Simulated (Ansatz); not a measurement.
# Ta2CN: the cost of one run

Program: Ansatz 0.2.0, driven from Python. Level of theory: DFT r2SCAN, plane waves, PAW. These are calculated values, not measurements.

**1. The structure**

Symmetry: P4/mmm, No. 123, tetragonal system. Conventional cell: a = 3.147 Å, b = 3.147 Å, c = 4.458 Å, α = 90.00°, β = 90.00°, γ = 90.00°. Ta (site symmetry 4/mmm) is surrounded by 4 N at 2.23 Å and 2 C at 2.23 Å. Ta (site symmetry 4/mmm) has 4 C at 2.23 Å and 2 N at 2.23 Å as nearest neighbours. Around C (site symmetry 4/mmm) lie 6 Ta at 2.23 Å. N (site symmetry 4/mmm) is surrounded by 6 Ta at 2.23 Å.

The script holds or builds the structure itself.

**2. The code**

Contents of ta2cn_eos.py:

```python
import ansatz as az
from ase.eos import EquationOfState
from ase.units import GPa
import numpy as np

VECTORS = np.array([
    [3.146767, 0.0, 0.0],
    [0.0, 3.146767, 0.0],
    [0.0, 0.0, 4.4577],
])
SITES = [
    ('Ta', (0.0, 0.0, 0.0)),
    ('Ta', (0.5, 0.5, 0.5)),
    ('C', (0.0, 0.0, 0.5)),
    ('N', (0.5, 0.5, 0.0)),
]


def build(cell):
    crystal = az.Crystal(lattice=az.Lattice.of(cell))
    for symbol, position in SITES:
        crystal = crystal.atom(symbol, position)
    return crystal

volumes, energies = [], []
for scale in np.linspace(0.95, 1.07, 5):
    cell = VECTORS * scale ** (1 / 3)
    calc = (
        build(cell).calculation()
        .functional('r2scan')
        .occupations('Methfessel-Paxton', width=0.1)
        .basis(600)
        .kpoints(7, 7, 5)
    )
    report = calc.run(threads=1).report
    volumes.append(abs(np.linalg.det(cell)) / len(SITES))
    energies.append(report['free_energy_ev'] / len(SITES))
    print(f'V = {volumes[-1]:8.4f} A^3/atom  F = {energies[-1]:.5f} eV/atom')

eos = EquationOfState(volumes, energies, eos='murnaghan')
v0, e0, bulk = eos.fit()
print(f'V0 = {v0:.4f} A^3/atom, E0 = {e0:.5f} eV/atom, B = {bulk / GPa:.1f} GPa')
```

**3. The input behind the calls**

The engine receives this input (first run):

```yaml
crystal:
  lattice:
    - [3.0934216605465443, 0.0, 0.0]
    - [0.0, 3.0934216605465443, 0.0]
    - [0.0, 0.0, 4.38213116389562]
  atoms:
    - { symbol: Ta, position: [0.0, 0.0, 0.0] }
    - { symbol: Ta, position: [0.5, 0.5, 0.5] }
    - { symbol: C, position: [0.0, 0.0, 0.5] }
    - { symbol: "N", position: [0.5, 0.5, 0.0] }
basis:
  ecutwfc: 600.0
kpoints:
  mp_grid:
    grid: [7, 7, 5]
hamiltonian:
  xc: r2scan
scf:
  occupations:
    method: methfessel_paxton
    width: 0.1
```

**4. The run**

Command:

```sh
> python ta2cn_eos.py
```

Q: Estimate wall time and peak memory on 1 thread of Arm Neoverse V1, shared host.

About 30 s, with a peak of 0.5 GiB.
